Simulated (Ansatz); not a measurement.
**In2Sb: properties at the relaxed cell**

An exercise on one series of results from a longer session: the logs are not shown, and one member is left open.

Program: Ansatz 0.2.0. Level of theory: DFT PBEsol, scalar-relativistic, plane waves, PAW. These are calculated values, not measurements.

1 further run of the same task is left out (set aside as unsound or not needed).

## The structure to begin with

Symmetry: P6_3/mmc, No. 194, hexagonal system. The conventional cell has a = 5.333 Å, b = 5.333 Å, c = 6.393 Å, α = 90.00°, β = 90.00°, γ = 120.00°. Around In (site symmetry -6m2) lie 5 Sb at 3.08 to 3.20 Å and 6 In at 3.47 Å. In (site symmetry -3m) has 8 In at 3.20 to 3.47 Å and 6 Sb at 3.47 Å as nearest neighbours. Around Sb (site symmetry -6m2) lie 11 In at 3.08 to 3.47 Å.

Coordinates:

```
In Sb
1.0
     5.33333    0.00000    0.00000
    -2.66667    4.61880    0.00000
     0.00000    0.00000    6.39285
In Sb
4 2
Direct
  0.66667 0.33333 0.25000
  0.33333 0.66667 0.75000
  0.00000 0.00000 0.50000
  0.00000 0.00000 0.00000
  0.66667 0.33333 0.75000
  0.33333 0.66667 0.25000
```

It goes back to an entry of the Materials Project, which need not be the stable form.

It is the result of an earlier relaxation at this level (volume 26.25 Å³/atom; gap on the mesh: none (metal)).

The first run:

input.yaml reads:

```yaml
crystal:
  lattice:
    - [5.3333334815, 0.0, 0.0]
    - [-2.6666667408, 4.6188022819, 0.0]
    - [0.0, 0.0, 6.3928490031]
  atoms:
    - { symbol: In, position: [0.6666666667, 0.3333333333, 0.25] }
    - { symbol: In, position: [0.3333333333, 0.6666666667, 0.75] }
    - { symbol: In, position: [0.0, 0.0, 0.5] }
    - { symbol: In, position: [0.0, 0.0, 0.0] }
    - { symbol: Sb, position: [0.6666666667, 0.3333333333, 0.75] }
    - { symbol: Sb, position: [0.3333333333, 0.6666666667, 0.25] }
basis:
  ecutwfc: 420
kpoints:
  mp_grid: { grid: [12, 12, 6] }
  band_path:
    path:
      - [[0.0, 0.0, 0.0], [0.5, 0.0, 0.0], [0.33333333, 0.33333333, 0.0], [0.0, 0.0, 0.0], [0.0, 0.0, 0.5], [0.5, 0.0, 0.5], [0.33333333, 0.33333333, 0.5], [0.0, 0.0, 0.5]]
      - [[0.5, 0.0, 0.5], [0.5, 0.0, 0.0]]
      - [[0.33333333, 0.33333333, 0.5], [0.33333333, 0.33333333, 0.0]]
    npoints: 14
hamiltonian:
  xc: pbesol
scf:
  occupations: { method: gaussian, width: 0.1 }
  n_extra_bands: 15
output:
  forces: true
  stress: true
  eigenvalues: true
  populations: true
  dos: { projected: true, de: 0.02, nscf_kmesh: { grid: [18, 18, 9] } }
  bader: true
  write_density: true
  write_potential: true
  elf: true
  volumetric_format: npy
```

The run is started by

```sh
$ ansatz run input.yaml --threads 1 --pin off --max-ram 2560MiB --backend cpu --events-out ev --progress --plain --runs-dir out
```

Steps of the session up to this table: Electronic structure at the relaxed geometry; Point at V/V0 = 0.97; The cell scaled to 1.03 of its volume; Point at V/V0 = 0.94; Volume × 1.06.

One table of the session follows, with a row left open; its other results are not shown here.

It belongs to the step «Equation of state». 

| volume (Å³/atom) | energy above the lowest point (meV/atom) | pressure (GPa) |
| --- | --- | --- |
| 24.672 | 15.6 | 3.46 |
| 25.459 | ? | ? |
| 26.246 | 0.0 | -0.02 |
| 27.034 | 3.4 | -1.34 |
| 27.821 | 12.8 | -2.44 |

Q: Estimate the row for volume (Å³/atom) = 25.459 from the others.

Worked estimate for «energy above the lowest point (meV/atom)». A straight line through the neighbours (24.672, 15.6) and (26.246, 0.0) gives 15.6 + (0.0 − 15.6) × (25.459 − 24.672) / (26.246 − 24.672) = 7.8; a parabola fitted to 3 rows on both sides gives 4.1.

**Answer.** energy above the lowest point (meV/atom): 3.6; pressure (GPa): 1.55. In «energy above the lowest point (meV/atom)» the line misses by +4.2 and the parabola by +0.5.
